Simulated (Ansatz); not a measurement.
# CH₃OZn radical: how energies converge with the basis set

How large a basis does CH₃OZn radical need? Two functionals are run in growing sets.

Method: one geometry, several basis sets; program: Ansatz 0.2.0, Gaussian basis.

Plan: PBE0-D4/def2-SVP; ωB97M-V/def2-SVP; PBE0-D4/def2-QZVPP; ωB97M-V/def2-QZVPP; the functionals' def2-TZVPP values are taken from earlier runs.

**1. The geometry**

All runs share one geometry, relaxed beforehand with PBE0-D4 in a triple-zeta def2 set.

SMILES `C[O][Zn]`, 6 atoms, charge 0, spin multiplicity 2.

Atoms are counted from 1 here; the program's logs count them from 0.

Bond lengths: C1–O2 1.397 Å, C1–H4 1.099 Å, C1–H5 1.099 Å, C1–H6 1.097 Å, O2–Zn3 1.829 Å. Angles: O2–C1–H4 113.1°, O2–C1–H5 113.1°, O2–C1–H6 108.4°, H4–C1–H5 107.7°, H4–C1–H6 107.1°, H5–C1–H6 107.1°, C1–O2–Zn3 125.4°.

**2. PBE0-D4 in def2-SVP**

Input file in.yaml:

```yaml
crystal:
  periodic: [false, false, false]
  atoms:
    - {symbol: C, position_ang: [0.394490, -0.135182, 0.282972]}
    - {symbol: O, position_ang: [-0.790504, 0.565496, 0.043728]}
    - {symbol: Zn, position_ang: [-1.774371, 0.487548, -1.495631]}
    - {symbol: H, position_ang: [0.266444, -1.226152, 0.243345]}
    - {symbol: H, position_ang: [1.201617, 0.131966, -0.413703]}
    - {symbol: H, position_ang: [0.744524, 0.112325, 1.293087]}
basis:
  gaussian: {orbitals: def2-SVP}
magnetization: {spin_polarized: true, initial_magnetization: 1}
hamiltonian: {xc: pbe0, dispersion: d4}
output: {orbitals: {seedname: orbitals}}
```

After this run come: ωB97M-V in def2-SVP; PBE0-D4 in def2-QZVPP; ωB97M-V in def2-QZVPP.

**Question.** What will the summary of the whole plan be? Wanted: PBE0-D4: double and triple zeta above quadruple; ωB97M-V: double and triple zeta above quadruple.

The runs gave:

```
                                       quantity           value
PBE0-D4: double and triple zeta above quadruple  12.19, 1.38 eV
ωB97M-V: double and triple zeta above quadruple  12.29, 1.34 eV
```

In words: For PBE0-D4 the step from double to triple zeta gains 10.80 eV and the next only 1.38 eV. These are total energies; as a rule much of such shifts cancels in differences, which this series doesn't test.
